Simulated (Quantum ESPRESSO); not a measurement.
# Ta in Quantum ESPRESSO: a series of runs, part 3 of 4

Quantum ESPRESSO 7.5.

## Step 4: Work function, PBE

File pw.in:

```
&CONTROL
  calculation = 'scf'
  prefix = 'pwscf'
  outdir = './tmp'
  pseudo_dir = './pseudo'
  tprnfor = .true.
  disk_io = 'low'
/
&SYSTEM
  ibrav = 0
  celldm(1) = 8
  nat = 2
  ntyp = 1
  ecutwfc = 46
  ecutrho = 186
  nbnd = 20
  occupations = 'smearing'
  smearing = 'fd'
  degauss = 0.00367493
/
&ELECTRONS
  conv_thr = 2d-09
  electron_maxstep = 150
  mixing_beta = 0.3
  mixing_mode = 'local-TF'
/
ATOMIC_SPECIES
Ta   180.9479 Ta.upf
CELL_PARAMETERS alat
  0.6422659422919  -0.0000000000000   0.0000000000000
 -0.0000000000000   0.6422659422919   0.0000000000000
  0.0000000000000   0.0000000000000   6.7289934763512
ATOMIC_POSITIONS crystal
Ta     1.0000000000    0.5000000000    0.3026400000
Ta     0.5000000000    0.0000000000    0.2239200000
K_POINTS automatic
10 10 1 0 0 0
```

File pp_density.in:

```
&INPUTPP
  prefix = 'pwscf'
  outdir = './tmp'
  filplot = 'density.dat'
  plot_num = 0
/
&PLOT
  nfile = 1
  filepp(1) = 'density.dat'
  iflag = 3
  output_format = 6
  fileout = 'density.cube'
/
```

File pp_potential.in:

```
&INPUTPP
  prefix = 'pwscf'
  outdir = './tmp'
  filplot = 'potential.dat'
  plot_num = 11
/
&PLOT
  nfile = 1
  filepp(1) = 'potential.dat'
  iflag = 3
  output_format = 6
  fileout = 'potential.cube'
/
```

File pp_elf.in:

```
&INPUTPP
  prefix = 'pwscf'
  outdir = './tmp'
  filplot = 'elf.dat'
  plot_num = 8
/
&PLOT
  nfile = 1
  filepp(1) = 'elf.dat'
  iflag = 3
  output_format = 6
  fileout = 'elf.cube'
/
```

Potentials or basis: PseudoDojo 0.4.1 SR PBE standard.

On the command line:

```sh
$ OMP_NUM_THREADS=1 mpirun -n 2 pw.x -nk 2 -in pw.in > pw.out
$ OMP_NUM_THREADS=1 mpirun -n 1 pp.x -in pp_density.in > pp_density.out
$ OMP_NUM_THREADS=1 mpirun -n 1 pp.x -in pp_potential.in > pp_potential.out
$ OMP_NUM_THREADS=1 mpirun -n 1 pp.x -in pp_elf.in > pp_elf.out
```

pw.out:

```text
This program is part of the open-source Quantum ESPRESSO suite
     for quantum simulation of materials; please cite
         "P. Giannozzi et al., J. Phys.:Condens. Matter 21 395502 (2009);
         "P. Giannozzi et al., J. Phys.:Condens. Matter 29 465901 (2017);
         "P. Giannozzi et al., J. Chem. Phys. 152 154105 (2020);
     in publications or presentations arising from this work. More details at

     Message from routine setup:
     using ibrav=0 with symmetry is DISCOURAGED, use correct ibrav instead

     K-points division:     npool     =       2
     Subspace diagonalization in iterative solution of the eigenvalue problem:
     a serial algorithm will be used

     G-vector sticks info
     --------------------
     sticks:   dense  smooth     PW     G-vecs:    dense   smooth      PW
     Sum         385     385    121                60721    59777   10715

     Using Slab Decomposition

     bravais-lattice index     =            0
     lattice parameter (alat)  =       8.0000  a.u.
     unit-cell volume          =    1421.1825 (a.u.)^3
     number of atoms/cell      =            2
     number of atomic types    =            1
     number of electrons       =        26.00
     number of Kohn-Sham states=           20
     kinetic-energy cutoff     =      46.0000  Ry
     charge density cutoff     =     186.0000  Ry
     scf convergence threshold =      2.0E-09
     mixing beta               =       0.3000
     number of iterations used =            8  local-TF  mixing
     Exchange-correlation= PBE
                           (   1   4   3   4   0   0   0)

     celldm(1)=   8.000000  celldm(2)=   0.000000  celldm(3)=   0.000000
     celldm(4)=   0.000000  celldm(5)=   0.000000  celldm(6)=   0.000000

     crystal axes: (cart. coord. in units of alat)
               a(1) = (   0.642266  -0.000000   0.000000 )
               a(2) = (  -0.000000   0.642266   0.000000 )
               a(3) = (   0.000000   0.000000   6.728993 )

     reciprocal axes: (cart. coord. in units 2 pi/alat)
               b(1) = (  1.556987  0.000000 -0.000000 )
               b(2) = (  0.000000  1.556987 -0.000000 )
               b(3) = ( -0.000000 -0.000000  0.148611 )

     PseudoPot. # 1 for Ta read from file:
     Ta.upf
     Pseudo is Norm-conserving + core correction, Zval = 13.0
     Generated using ONCVPSP code by D. R. Hamann
     Using radial grid of 1450 points,  8 beta functions with:
                l(1) =   0
                l(2) =   0
                l(3) =   1
                l(4) =   1
                l(5) =   2
                l(6) =   2
                l(7) =   3
                l(8) =   3

     atomic species   valence    mass     pseudopotential
     Ta               13.00   180.94790     Ta( 1.00)

      8 Sym. Ops. (no inversion) found ( 4 have fractional translation)

   Cartesian axes

     site n.     atom                  positions (alat units)
         1        Ta     tau(   1) = (   0.6422659   0.3211330   2.0364626  )
         2        Ta     tau(   2) = (   0.3211330   0.0000000   1.5067562  )

     number of k points=    21  Fermi-Dirac smearing, width (Ry)=  0.0037
                       cart. coord. in units 2pi/alat
        k(    1) = (   0.0000000   0.0000000   0.0000000), wk =   0.0200000
        k(    2) = (   0.0000000   0.1556987   0.0000000), wk =   0.0800000
        k(    3) = (   0.0000000   0.3113975   0.0000000), wk =   0.0800000
        k(    4) = (   0.0000000   0.4670962   0.0000000), wk =   0.0800000
        k(    5) = (   0.0000000   0.6227950   0.0000000), wk =   0.0800000
        k(    6) = (   0.0000000  -0.7784937   0.0000000), wk =   0.0400000
[... 13 lines left out ...]
        k(   20) = (   0.6227950  -0.7784937   0.0000000), wk =   0.0800000
        k(   21) = (  -0.7784937  -0.7784937   0.0000000), wk =   0.0200000

     Dense  grid:    60721 G-vectors     FFT dimensions: (  24,  24, 240)

     Smooth grid:    59777 G-vectors     FFT dimensions: (  24,  24, 240)

     Initial potential from superposition of free atoms

     starting charge      25.9982, renormalised to      26.0000

     negative rho (up, down):  2.130E-04 0.000E+00
     Starting wfcs are   20 randomized atomic wfcs

     Self-consistent Calculation

     iteration #  1     ecut=    46.00 Ry     beta= 0.30
     Davidson diagonalization with overlap
     ethr =  1.00E-02,  avg # of iterations =  4.0

     negative rho (up, down):  4.071E-07 0.000E+00

     total energy              =    -260.28835262 Ry
     estimated scf accuracy    <       0.44323872 Ry

     iteration #  2     ecut=    46.00 Ry     beta= 0.30
     Davidson diagonalization with overlap
     ethr =  1.70E-03,  avg # of iterations =  1.1
[... 47 lines left out ...]
     negative rho (up, down):  9.980E-03 0.000E+00

     total energy              =    -260.22984322 Ry
     estimated scf accuracy    <       0.00137752 Ry

     iteration #  9     ecut=    46.00 Ry     beta= 0.30
     Davidson diagonalization with overlap
     c_bands:  2 eigenvalues not converged
     ethr =  5.30E-06,  avg # of iterations =  4.0

     negative rho (up, down):  1.008E-02 0.000E+00

     total energy              =    -260.22987815 Ry
     estimated scf accuracy    <       0.00180742 Ry

     iteration # 10     ecut=    46.00 Ry     beta= 0.30
     Davidson diagonalization with overlap
     ethr =  5.30E-06,  avg # of iterations =  1.4
[... 75 lines left out ...]
     total energy              =    -260.22951616 Ry
     estimated scf accuracy    <          2.8E-09 Ry

     iteration # 19     ecut=    46.00 Ry     beta= 0.30
     Davidson diagonalization with overlap
     ethr =  1.08E-11,  avg # of iterations =  3.6

     End of self-consistent calculation

          k = 0.0000 0.0000 0.0000 (  7557 PWs)   bands (ev):

   -68.3133 -68.2468 -35.2103 -34.5894 -34.2046 -34.2046 -34.0496 -34.0496
    -7.6821  -5.6821  -3.7523  -2.4108  -1.4672  -0.5751   0.3746   1.8796
     1.8796   3.8141   3.9367   4.3112

          k = 0.0000 0.1557 0.0000 (  7545 PWs)   bands (ev):

   -68.3028 -68.2395 -35.1872 -34.6082 -34.3103 -34.1902 -34.1772 -34.0425
    -7.3593  -5.3567  -3.4785  -2.1575  -1.5126  -0.4032   0.0467   1.6250
     1.9472   4.0018   4.0417   4.4127
[... 13 lines left out ...]
          k = 0.0000 0.6228 0.0000 (  7493 PWs)   bands (ev):

   -68.2058 -68.1851 -35.3519 -35.3392 -34.7671 -34.6032 -34.0483 -33.9994
    -4.7576  -4.1122  -2.1980  -1.7929  -0.6641  -0.0284   1.6701   1.7599
     2.1432   2.8114   3.9994   4.7898

          k = 0.0000-0.7785 0.0000 (  7448 PWs)   bands (ev):

   -68.1864 -68.1864 -35.4465 -35.4464 -34.6805 -34.6805 -34.0128 -34.0128
    -4.3479  -4.3479  -1.9181  -1.9181  -0.2478  -0.2478   1.5018   1.5018
     2.8813   2.8813   4.4032   4.4032

          k = 0.1557 0.1557 0.0000 (  7534 PWs)   bands (ev):

   -68.2924 -68.2322 -35.1645 -34.6194 -34.3214 -34.2765 -34.1849 -34.1540
    -7.0345  -4.9980  -3.2415  -1.8916  -1.5153  -0.3299  -0.1230   1.2520
     2.0827   3.8662   4.2654   4.3590
[... 13 lines left out ...]
          k = 0.1557 0.6228 0.0000 (  7499 PWs)   bands (ev):

   -68.1967 -68.1769 -35.3310 -35.3191 -34.7575 -34.6019 -34.1667 -34.1212
    -4.4661  -3.7554  -2.0132  -1.6785  -0.8165  -0.5269   1.3164   1.6470
     2.2131   2.5379   4.3943   4.9114

          k = 0.1557-0.7785 0.0000 (  7490 PWs)   bands (ev):

   -68.1778 -68.1778 -35.4261 -35.4261 -34.6738 -34.6737 -34.1335 -34.1335
    -4.0547  -4.0547  -1.5666  -1.5666  -0.9908  -0.9908   1.8608   1.8608
     2.2445   2.2445   5.0756   5.0756

          k = 0.3114 0.3114 0.0000 (  7502 PWs)   bands (ev):

   -68.2380 -68.1940 -35.0575 -34.7271 -34.6180 -34.5003 -34.4197 -34.4176
    -5.4155  -3.2945  -1.9756  -1.5536  -1.2521  -0.4514   0.1527   0.7634
     2.0369   2.0711   3.6122   3.6203
[... 7 lines left out ...]
          k = 0.3114 0.6228 0.0000 (  7496 PWs)   bands (ev):

   -68.1725 -68.1556 -35.2761 -35.2682 -34.7322 -34.6154 -34.4516 -34.4276
    -3.9506  -3.0562  -2.2978  -2.1097  -0.2593  -0.1499   0.3625   1.7370
     1.9271   2.6237   5.1183   5.1221

          k = 0.3114-0.7785 0.0000 (  7478 PWs)   bands (ev):

   -68.1551 -68.1551 -35.3733 -35.3732 -34.6572 -34.6571 -34.4372 -34.4371
    -3.5412  -3.5412  -2.2346  -2.2346  -0.3440  -0.3440   1.3107   1.3107
     2.3642   2.3642   6.1719   6.1719

          k = 0.4671 0.4671 0.0000 (  7494 PWs)   bands (ev):

   -68.1706 -68.1472 -35.0555 -34.9675 -34.8948 -34.7341 -34.7141 -34.5240
    -4.0801  -2.8232  -2.2546  -1.9622  -1.1066   1.1462   1.1589   1.3260
     2.1137   2.1497   3.4918   4.7495

          k = 0.4671 0.6228 0.0000 (  7452 PWs)   bands (ev):

   -68.1419 -68.1296 -35.2198 -35.2148 -34.8439 -34.7815 -34.6901 -34.5702
    -3.9088  -3.3803  -2.7133  -2.5484  -0.2287   1.1419   1.7030   1.9806
     2.2594   2.9679   5.2019   5.9837

          k = 0.4671-0.7785 0.0000 (  7418 PWs)   bands (ev):

   -68.1269 -68.1269 -35.3151 -35.3151 -34.7916 -34.7915 -34.6327 -34.6327
    -3.7507  -3.7507  -2.8431  -2.8431   0.6613   0.6613   1.9333   1.9333
     2.7465   2.7465   7.1078   7.1078

          k = 0.6228 0.6228 0.0000 (  7392 PWs)   bands (ev):

   -68.1160 -68.1095 -35.2511 -35.2376 -35.0245 -34.9785 -34.6565 -34.5906
    -4.2776  -4.1139  -2.9393  -2.7124   0.1066   1.2142   2.3241   2.9493
     3.7963   4.0691   5.7994   7.2429

          k = 0.6228-0.7785 0.0000 (  7386 PWs)   bands (ev):

   -68.1040 -68.1040 -35.3066 -35.3065 -35.0201 -35.0200 -34.6201 -34.6201
    -4.4201  -4.4200  -2.9350  -2.9350   0.8115   0.8115   2.6781   2.6781
     4.4864   4.4864   7.7625   7.7625

          k =-0.7785-0.7785 0.0000 (  7392 PWs)   bands (ev):

   -68.0952 -68.0952 -35.3381 -35.3381 -35.0697 -35.0697 -34.6155 -34.6155
    -4.6761  -4.6761  -3.0003  -3.0003   1.0605   1.0605   2.5190   2.5190
     5.7547   5.7547   8.2281   8.2281

     the Fermi energy is    -0.5096 ev

!    total energy              =    -260.22951616 Ry
     estimated scf accuracy    <          1.1E-09 Ry
     smearing contrib. (-TS)   =      -0.00100933 Ry
     internal energy E=F+TS    =    -260.22850683 Ry

     The total energy is F=E-TS. E is the sum of the following terms:
     one-electron contribution =   -2133.12420060 Ry
     hartree contribution      =    1060.49744964 Ry
     xc contribution           =     -59.08746919 Ry
     ewald contribution        =     871.48571332 Ry

     convergence has been achieved in  19 iterations

     Forces acting on atoms (cartesian axes, Ry/au):

     atom    1 type  1   force =     0.00000000    0.00000000   -0.00289477
     atom    2 type  1   force =     0.00000000    0.00000000    0.00289477

     Total force =     0.004094     Total SCF correction =     0.000161

=------------------------------------------------------------------------------=
   JOB DONE.
=------------------------------------------------------------------------------=
```

Run time: 48 s. Hardware: 2 MPI ranks of Arm Neoverse V2, shared host; peak memory 0.28 GiB.

The run converged, but some of its settings lie outside the range that counts as converged, so its numbers aren't taken as properties of the sheet.

What came out:

```
Free energy                     : -3540.6029 eV
Largest force                   : 0.074 eV/Å
Band gap on the k mesh          : none (metal or under the smearing width)
Work function of the upper face : 4.63 eV
Work function of the lower face : 4.63 eV
```

[end of part 3 of 4]
